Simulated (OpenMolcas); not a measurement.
# BBrF2 (SMILES FB(F)Br): a chain of runs

We compute a series of 9 runs (HF/ANO-S-MB, CASSCF(4,4)/ANO-S-VDZP, DMRG(4,4)/ANO-S-VDZP) of BBrF2. The setting varied is the bond dimension. 

The results are computed with OpenMolcas 26.06.

## Step 1: The system as given

BBrF2 has 4 atoms, charge 0, and is taken as a singlet. SMILES: `FB(F)Br`. The shape is that of a PBE0-D4/def2-TZVP optimisation.

Bond lengths: F1–B2 1.309 Å, B2–F3 1.309 Å, B2–Br4 1.903 Å. Angles: F1–B2–F3 119.2°, F1–B2–Br4 120.4°, F3–B2–Br4 120.4°.

## Step 2: A single-point energy at HF/ANO-S-MB (run 1)

The input, mol.xyz:

```xyz
4

F     -0.215650    -1.366490    -0.109870
B     -0.127940    -0.063330    -0.022770
F     -1.212420     0.659630    -0.144250
Br     1.556010     0.770190     0.276890
```

The input, step1.inp:

```
&GATEWAY
  Coord=mol.xyz
  Basis=ANO-S-MB
  Group=NoSym

&SEWARD

&SCF
  PrOrbitals=1 1

&LOCALISATION
  Occupied
  Freeze
  Pipek-Mezey

&LOCALISATION
  FileOrb=$Project.LocOrb
  Virtual
  Pipek-Mezey
```

Command:

```sh
$ export MOLCAS_MEM=1860
$ pymolcas step1.inp > step1.log
```

Standard output:

```text
--- Start Module: gateway ---
[...]
--- Stop Module: gateway /rc=_RC_ALL_IS_WELL_ ---
[...]
      Basis functions           33
[...]
       Convergence after   9 Iterations
[...]
::    Total SCF energy                              -2795.8817606136
[...]
      Total spin, S                                     0.0000000000
[...]
      Total electronic charge=   58.000000
      Total            charge=   -0.000000
[...]
      Dipole Moment (debye):
      Origin of the operator (angstrom)=    0.7368    0.3647    0.1311
                   X=  3.6558E-01               Y=  1.8093E-01               Z=  6.5035E-02           Total=  4.1305E-01
      Quadrupole Moment (debye*angstrom):
[...]
--- Start Module: localisation ---
[...]
--- Stop Module: localisation /rc=_RC_ALL_IS_WELL_ ---
--- Start Module: localisation ---
[...]
--- Stop Module: localisation /rc=_RC_ALL_IS_WELL_ ---
[...]
```

Run time: 5.1 s. Hardware: 1 thread of Arm Neoverse N1, shared host; peak memory 0.37 GiB.

## Step 3: A single-point energy at CASSCF(4,4)/ANO-S-VDZP (run 2)

mol.xyz is that of step 2.

The input, step2.inp:

```
&GATEWAY
  COORD=mol.xyz
  BASIS=ANO-S-MB
  GROUP=NoSym

&SEWARD

&RASSCF
  FILEORB=$CurrDir/step1.LocOrb
  ALTER=1
  1 27 29
  SPIN=1
  NACTEL=4 0 0
  INACTIVE=27
  RAS2=4
  ORBLISTING=Nothing
>>> COPY $Project.RunFile RUNFIL1
>>> COPY $Project.RasOrb INPORB

&GATEWAY
  COORD=mol.xyz
  BASIS=ANO-S-VDZP
  GROUP=NoSym

&SEWARD
>>> COPY $Project.RunFile RUNFIL2

&EXPBAS

&RASSCF
  FILEORB=$Project.ExpOrb
  SPIN=1
  NACTEL=4 0 0
  INACTIVE=27
  RAS2=4
  ORBLISTING=Nothing
```

Command:

```sh
$ export MOLCAS_MEM=1860
$ pymolcas step2.inp > step2.log
```

Standard output:

```text
--- Start Module: gateway ---
[...]
--- Stop Module: gateway /rc=_RC_ALL_IS_WELL_ ---
[...]
      Basis functions           33
[...]
      Number of active orbitals                  4
[...]
      Spin quantum number                      0.0
[...]
      Active orbitals                            4
[...]
      Number of CSFs                            20
[...]
      Number of root(s) required                 1
[...]
      Convergence after 11 iterations
[...]
      printout of CI-coefficients larger than  0.05 for root  1
      energy=   -2795.896673
      conf/sym  1111     Coeff  Weight
             1  2200  -0.99248 0.98501
             8  2002   0.08078 0.00653
            10  udud   0.05152 0.00265
            15  uudd  -0.06091 0.00371
      Natural orbitals and occupation numbers for root  1
      sym 1:   1.990093   1.979584   0.009923   0.020400
      ************************************************************************************************************************
      *                                                    Final results                                                     *
[...]
::    RASSCF root number  1 Total energy:  -2795.89667329
[...]
      Basis functions           69
[...]
--- Start Module: expbas ---
[...]
--- Stop Module: expbas /rc=_RC_ALL_IS_WELL_ ---
[...]
      Convergence after 16 iterations
[...]
      Natural orbitals and occupation numbers for root  1
      sym 1:   1.983249   1.973004   0.019234   0.024514
      ************************************************************************************************************************
      *                                                    Final results                                                     *
[...]
::    RASSCF root number  1 Total energy:  -2796.22982891
[...]
      Total electronic charge=   58.000000
      Total            charge=   -0.000000
[...]
```

It took 16 s on 1 thread of Arm Neoverse N1, shared host; peak memory 0.41 GiB.

Runs 3 to 8 aren't shown in full; the table further down has their settings and results.

## Step 4: A single-point energy at DMRG(4,4)/ANO-S-VDZP (bond dimension 128) (run 9)

mol.xyz is that of step 3.

The input, step9.input:

```
>>> EXPORT MOLCAS_PRINT=2

&GATEWAY
  Coord
  mol.xyz
  Basis
  ANO-S-VDZP
  Group
  NoSym

&SEWARD

&RASSCF
  FileOrb
  $CurrDir/step2.RasOrb
  Spin
  1
  Nactel
  4 0 0
  Inactive
  27
  Ras2
  4
  OrbListing
  Nothing
  DMRG
  RGInput
  nsweeps = 6
  max_bond_dimension = 128
  EndRG
```

Command:

```sh
$ export MOLCAS_MEM=1860
$ pymolcas step9.input > step9.log
```

Standard output:

```text
--- Start Module: gateway ---
[...]
--- Stop Module: gateway /rc=_RC_ALL_IS_WELL_ ---
--- Start Module: seward ---
[...]
      Basis functions           69
--- Stop Module: seward /rc=_RC_ALL_IS_WELL_ ---
[...]
--- Start Module: rasscf ---
[...]
      Number of active orbitals                  4
[...]
      Spin quantum number                      0.0
[...]
      Active orbitals                            4
[...]
      Jacobi-Davidson threshold                   0.100E-10
[...]
      Number of root(s) required                 1
[...]
      Convergence after  4 iterations
[...]
      Natural orbitals and occupation numbers for root  1
      sym 1:   1.983249   1.973003   0.019234   0.024514
      ************************************************************************************************************************
      *                                                    Final results                                                     *
[...]
::    RASSCF root number  1 Total energy:  -2796.22982891
[...]
      Total electronic charge=   58.000000
      Total            charge=   -0.000000
[...]
      Dipole Moment (debye):
      Origin of the operator (angstrom)=    0.7368    0.3647    0.1311
                   X=  6.8873E-01               Y=  3.4087E-01               Z=  1.2254E-01           Total=  7.7818E-01
      Quadrupole Moment (debye*angstrom):
[...]
--- Stop Module: rasscf /rc=_RC_ALL_IS_WELL_ ---
[...]
```

Wall time 11 s (1 thread of Arm Neoverse N1, shared host); peak memory 0.41 GiB.

## Step 5: All runs side by side

```csv
run,level,bond dimension,localisation,energy (Eh),dipole moment (D) of the reference,wall time
1,HF/ANO-S-MB,–,Pipek-Mezey,-2795.881761,0.41,5.1 s
2,"CASSCF(4,4)/ANO-S-VDZP",–,–,-2796.229829,0.78,16 s
3,"DMRG(4,4)/ANO-S-VDZP (bond dimension 2)",2,–,-2796.228102,0.75,19 s
4,"DMRG(4,4)/ANO-S-VDZP (bond dimension 4)",4,–,-2796.229460,0.78,13 s
5,"DMRG(4,4)/ANO-S-VDZP (bond dimension 8)",8,–,-2796.229829,0.77,11 s
6,"DMRG(4,4)/ANO-S-VDZP (bond dimension 16)",16,–,-2796.229829,0.78,11 s
7,"DMRG(4,4)/ANO-S-VDZP (bond dimension 32)",32,–,-2796.229829,0.78,11 s
8,"DMRG(4,4)/ANO-S-VDZP (bond dimension 64)",64,–,-2796.229829,0.78,11 s
9,"DMRG(4,4)/ANO-S-VDZP (bond dimension 128)",128,–,-2796.229829,0.78,11 s
```

Convergence of the total energy of singlet BBrF2 with the bond dimension, against the last point:

```csv
bond dimension,from the last (mEh),wall time
2,+1.727,19 s
4,+0.369,13 s
8,+0.000,11 s
16,+0.000,11 s
32,+0.000,11 s
64,+0.000,11 s
128,+0.000,11 s
```

Convergence of the dipole moment (CASSCF density) of singlet BBrF2 with the bond dimension, against the last point:

```csv
bond dimension,from the last (D),wall time
2,-0.0295,19 s
4,-0.0025,13 s
8,-0.0034,11 s
16,+0.0000,11 s
32,+0.0000,11 s
64,+0.0000,11 s
128,+0.0000,11 s
```

## Step 6: What came out

```
                                                   quantity           value
                  run 9, DMRG(4,4)/ANO-S-VDZP: total energy  -2796.22983 Eh
run 9, DMRG(4,4)/ANO-S-VDZP: dipole moment (CASSCF density)          0.78 D
```

What this shows: For the total energy of singlet BBrF2 to stay within 1 mEh of the last point, 4 is the first point of the series from which all later ones do (13 s against 11 s). For the total energy of singlet BBrF2 to stay within 0.1 mEh of the last point, 8 is the first point of the series from which all later ones do (11 s against 11 s). For the dipole moment (CASSCF density) of singlet BBrF2 to stay within 0.02 D of the last point, 4 is the first point of the series from which all later ones do (13 s against 11 s). For the dipole moment (CASSCF density) of singlet BBrF2 to stay within 0.005 D of the last point, 4 is the first point of the series from which all later ones do (13 s against 11 s). In run 1 the basis is minimal, so the values are rough. All runs together took 1.8 min, the longest 19 s.
